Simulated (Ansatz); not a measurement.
# C2H9BClN: basis-set convergence

How large a basis does C2H9BClN need? Two functionals are run in growing sets.

Computed with Ansatz 0.2.0, Gaussian basis. Level: one geometry, several basis sets.

Plan: PBE0-D4/def2-SVP; ωB97M-V/def2-SVP; PBE0-D4/def2-QZVPP; ωB97M-V/def2-QZVPP; the functionals' def2-TZVPP values are taken from earlier runs.

**1. The geometry**

All runs share one geometry, relaxed beforehand with PBE0-D4/def2-TZVP.

SMILES `C[B-](C)([NH3+])Cl`, 14 atoms, charge 0, spin multiplicity 1.

Atoms are counted from 1 here; the program's logs count them from 0.

Bond lengths: C1–B2 1.598 Å, C1–H6 1.093 Å, C1–H7 1.098 Å, C1–H8 1.096 Å, B2–C3 1.598 Å, B2–N4 1.644 Å, B2–Cl5 1.891 Å, C3–H9 1.093 Å, C3–H10 1.096 Å, C3–H11 1.098 Å, N4–H12 1.016 Å, N4–H13 1.016 Å, N4–H14 1.016 Å. Angles: B2–C1–H6 110.0°, B2–C1–H7 112.2°, B2–C1–H8 113.4°, H6–C1–H7 106.5°, H6–C1–H8 106.5°, H7–C1–H8 107.8°, C1–B2–C3 116.9°, C1–B2–N4 107.3°, C1–B2–Cl5 111.6°, C3–B2–N4 107.3°, C3–B2–Cl5 111.6°, N4–B2–Cl5 100.7°, B2–C3–H9 110.0°, B2–C3–H10 113.4°, B2–C3–H11 112.2°, H9–C3–H10 106.5°, H9–C3–H11 106.5°, H10–C3–H11 107.8° and more.

Geometry (Å):

```mol
C2H9BClN
  3D, bonds by distance, orders not assigned

 14 13  0  0  0  0  0  0  0  0999 V2000
   -1.4685    0.3729    0.3592 C   0  0
    0.0415    0.3415   -0.1627 B   0  0
    1.1909    0.3261    0.9475 C   0  0
    0.2177   -1.0196   -1.0669 N   0  0
    0.3539    1.6724   -1.4689 Cl  0  0
   -1.6534    1.2972    0.9122 H   0  0
   -1.6863   -0.4527    1.0491 H   0  0
   -2.2084    0.3392   -0.4483 H   0  0
    1.1560    1.2476    1.5340 H   0  0
    2.2007    0.2620    0.5270 H   0  0
    1.0698   -0.5014    1.6585 H   0  0
    0.0796   -1.8587   -0.5100 H   0  0
    1.1489   -1.0421   -1.4734 H   0  0
   -0.4553   -1.0138   -1.8284 H   0  0
  1  2  8  0
  2  3  8  0
  2  4  8  0
  2  5  8  0
  1  6  8  0
  1  7  8  0
  1  8  8  0
  3  9  8  0
  3 10  8  0
  3 11  8  0
  4 12  8  0
  4 13  8  0
  4 14  8  0
M  END
```

**2. PBE0-D4 in def2-SVP**

in.yaml

```yaml
crystal:
  periodic: [false, false, false]
  atoms:
    - {symbol: C, position_ang: [-1.468518, 0.372911, 0.359209]}
    - {symbol: B, position_ang: [0.041538, 0.341496, -0.162672]}
    - {symbol: C, position_ang: [1.190878, 0.326136, 0.947469]}
    - {symbol: N, position_ang: [0.217652, -1.019617, -1.066911]}
    - {symbol: Cl, position_ang: [0.353855, 1.672355, -1.468921]}
    - {symbol: H, position_ang: [-1.653390, 1.297234, 0.912198]}
    - {symbol: H, position_ang: [-1.686261, -0.452730, 1.049094]}
    - {symbol: H, position_ang: [-2.208426, 0.339200, -0.448316]}
    - {symbol: H, position_ang: [1.156000, 1.247629, 1.533965]}
    - {symbol: H, position_ang: [2.200712, 0.261996, 0.526972]}
    - {symbol: H, position_ang: [1.069813, -0.501436, 1.658459]}
    - {symbol: H, position_ang: [0.079632, -1.858685, -0.509984]}
    - {symbol: H, position_ang: [1.148863, -1.042067, -1.473412]}
    - {symbol: H, position_ang: [-0.455347, -1.013823, -1.828449]}
basis:
  gaussian: {orbitals: def2-SVP}
hamiltonian: {xc: pbe0, dispersion: d4}
output: {orbitals: {seedname: orbitals}}
```

Launch:

```console
ansatz run in.yaml --threads 4 --pin off --events-out ev --progress --plain --max-ram 10444MiB
```

Further steps of the session: ωB97M-V in def2-SVP; PBE0-D4 in def2-QZVPP; ωB97M-V in def2-QZVPP.

Before running them: what should the planned runs give, taken together? Wanted: PBE0-D4: double and triple zeta above quadruple; ωB97M-V: double and triple zeta above quadruple.

As calculated:

```
                                       quantity           value
PBE0-D4: double and triple zeta above quadruple   9.79, 0.63 eV
ωB97M-V: double and triple zeta above quadruple  10.01, 0.60 eV
```

What this shows: PBE0-D4 gains 9.16 eV from double to triple zeta, then 0.63 eV more. These are total energies; as a rule much of such shifts cancels in differences, which this series doesn't test. The LUMO of ωB97M-V is positive and keeps falling with the basis (2.13 to 0.82 eV): an unbound level that the basis holds in place.
